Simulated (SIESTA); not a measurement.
LiO8:

```
CELL_PARAMETERS angstrom
4.07239 -3.04816 0.00000
4.07239 3.04816 0.00000
-2.97680 0.00000 4.04461
ATOMIC_POSITIONS crystal
O 0.83337 0.88061 0.15038
O 0.11939 0.16664 0.84962
O 0.73180 0.76334 0.84016
O 0.23666 0.26820 0.15984
O 0.32419 0.79815 0.15537
O 0.20184 0.67581 0.84463
O 0.68233 0.21104 0.84766
O 0.78896 0.31767 0.15235
Li 0.24813 0.75187 0.50000
```

The cell comes from a database or a generator and needn't be the stable form of this composition.

Base run:

* Program: SIESTA 5.4.2
* Functional: PBE
* Potentials or basis: PseudoDojo 0.4 standard (PBE files)
* Basis: DZP (energy shift 0.003 Ry; two zetas on semicore shells)
* Grid cutoff: 800 Ry
* Energy shift: 0.003 Ry
* k mesh: 6 × 6 × 7
* Occupations: fermi-dirac, width 0.05 eV
* Spin: no spin polarisation

Its results: band gap on the k mesh none (metal or under the smearing width); pressure 0.1 GPa; largest force 0.233 eV/Å.

**Question.** The run is repeated on the same cell with these changes: functional from PBE to LDA; potentials or basis from PseudoDojo 0.4 standard (PBE files) to PseudoDojo 0.4 standard (LDA files). What comes out?

**Answer.** Band gap on the k mesh none (metal or under the smearing width); pressure -7.9 GPa; largest force 0.575 eV/Å.

Caveats: the basis of atomic orbitals isn't converged, which shifts pressures, moduli and gaps; an odd number of electrons without spin polarisation forces a metal; a magnetic or distorted state may lie lower.
